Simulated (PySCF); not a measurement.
# H9LaN3 (La(NH3)33+): the cost of one run

Program: PySCF 2.14.0. Level of theory: B3LYP, La def2-SVP with ECP46, N def2-SVP, H def2-SVP; scalar-relativistic core potentials, no spin–orbit coupling. These are calculated values, not measurements.

3 further runs of the same task are left out: 2 for a known fault of the program, 1 that didn't finish.

### Step 1. The starting structure

13 atoms, charge 3, spin multiplicity 1.

Bond lengths: La1–N2 2.579 Å, La1–N6 2.579 Å, La1–N10 2.579 Å, N2–H3 1.038 Å, N2–H4 1.037 Å, N2–H5 1.037 Å, N6–H7 1.038 Å, N6–H8 1.037 Å, N6–H9 1.037 Å, N10–H11 1.038 Å, N10–H12 1.037 Å, N10–H13 1.037 Å. Angles: N2–La1–N6 111.1°, N2–La1–N10 111.1°, N6–La1–N10 111.1°, La1–N2–H3 114.2°, La1–N2–H4 116.3°, La1–N2–H5 115.7°, H3–N2–H4 102.9°, H3–N2–H5 102.9°, H4–N2–H5 103.0°, La1–N6–H7 114.2°, La1–N6–H8 116.3°, La1–N6–H9 115.7°, H7–N6–H8 102.9°, H7–N6–H9 102.9°, H8–N6–H9 103.0°, La1–N10–H11 114.2°, La1–N10–H12 116.3°, La1–N10–H13 115.7° and more.

Geometry (Å):

```xyz
13
charge 3, multiplicity 1
La    0.0000    0.0000    0.7902
N     2.4555   -0.0004    0.0025
H     3.1394   -0.2585    0.7392
H     2.6907   -0.6514   -0.7698
H     2.8175    0.9087   -0.3402
N    -1.2274    2.1267    0.0025
H    -1.3458    2.8481    0.7392
H    -0.7812    2.6560   -0.7698
H    -2.1957    1.9857   -0.3402
N    -1.2281   -2.1263    0.0025
H    -1.7936   -2.5896    0.7392
H    -1.9095   -2.0045   -0.7698
H    -0.6218   -2.8944   -0.3402
```

Formal oxidation states: La +3. An earlier session relaxed this geometry at B3LYP, La def2-SVP with ECP46, N def2-SVP, H def2-SVP (singlet, point group C3).

Its energy there is -200.155750 Eh.

### Step 2. Multiplicity 3 at the relaxed geometry

The input, run.py (the lines that set the calculation):

```python
mol = gto.M(atom='''
La     0.00000     0.00000     0.79021
N      2.45550    -0.00040     0.00252
H      3.13942    -0.25851     0.73923
H      2.69073    -0.65144    -0.76982
H      2.81754     0.90872    -0.34017
N     -1.22741     2.12672     0.00252
H     -1.34583     2.84807     0.73923
H     -0.78120     2.65596    -0.76982
H     -2.19574     1.98570    -0.34017
N     -1.22809    -2.12633     0.00252
H     -1.79359    -2.58956     0.73923
H     -1.90952    -2.00452    -0.76982
H     -0.62179    -2.89442    -0.34017''',
    basis={'La': 'def2-SVP', 'N': 'def2-SVP', 'H': 'def2-SVP'},
    ecp={'La': 'def2-SVP'},
    charge=3, spin=2)
mf = dft.UKS(mol, xc='B3LYP')
mf.grids.atom_grid = (50, 194)  # f atoms: unpruned, at least (60, 302)
mf = mf.density_fit()  # fitting sets: La def2-universal-JKFIT, N def2-universal-JKFIT, H def2-universal-JKFIT
mf.conv_tol = 1e-08; mf.max_cycle = 55
mf.kernel(dm0)  # dm0: free metal ions and neutral atoms
```

Launch:

```
$ OMP_NUM_THREADS=2 python run.py
```

**Question.** How long does this run take on 2 threads of Arm Neoverse V1, shared host?

About 20 s.
